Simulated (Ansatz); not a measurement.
# MnSe (rocksalt type): the cost of one run

Computed with Ansatz 0.2.0 (DFT, PBEsol, PAW with Ansatz's default frozen-core files, scalar-relativistic, unless a step's input says otherwise).

1 further run of the same task is left out (it didn't finish).

### 1 Starting point

Symmetry: Fm-3m, No. 225, cubic system. The conventional cell has a = 4.843 Å, b = 4.843 Å, c = 4.843 Å, α = 90.00°, β = 90.00°, γ = 90.00°. Around Mn (site symmetry m-3m) lie 6 Se at 2.42 Å. Se (site symmetry m-3m) is surrounded by 6 Mn at 2.42 Å.

As a file:

```
CELL_PARAMETERS angstrom
0.00000 2.42130 2.42130
2.42130 0.00000 2.42130
2.42130 2.42130 0.00000
ATOMIC_POSITIONS crystal
Mn 0.00000 0.00000 0.00000
Se 0.50000 0.50000 0.50000
```

Whether this phase is the stable one at these pressures isn't tested.

Atoms are numbered in the order of the input: Mn1, Se2.

### 2 Cell relaxed at zero pressure, PAW

File input.yaml:

```yaml
crystal:
  lattice:
    - [0.0, 2.4212959625, 2.4212959625]
    - [2.4212959625, 0.0, 2.4212959625]
    - [2.4212959625, 2.4212959625, 0.0]
  atoms:
    - { symbol: Mn, position: [0.0, 0.0, 0.0], spin: 3.0 }
    - { symbol: Se, position: [0.5, 0.5, 0.5] }
magnetization:
  spin_polarized: true
kpoints:
  mp_grid: { grid: [15, 15, 15] }
scf:
  occupations: { method: fermi_dirac, width: 0.08 }
hamiltonian:
  xc: pbesol
  pseudopotentials: { kind: paw }
output:
  forces: true
  stress: true
relax:
  f_tol: 0.005
  max_steps: 40
  cell: {}
```

Run with:

```sh
$ ansatz run input.yaml --threads 1 --pin off --max-ram 3072MiB --backend cpu --events-out ev --progress --plain --runs-dir out
```

Q: Estimate wall time and peak memory on 1 thread of AMD EPYC 9R45 (Zen 5), shared host.

About 21 s, with a peak of 0.56 GiB.
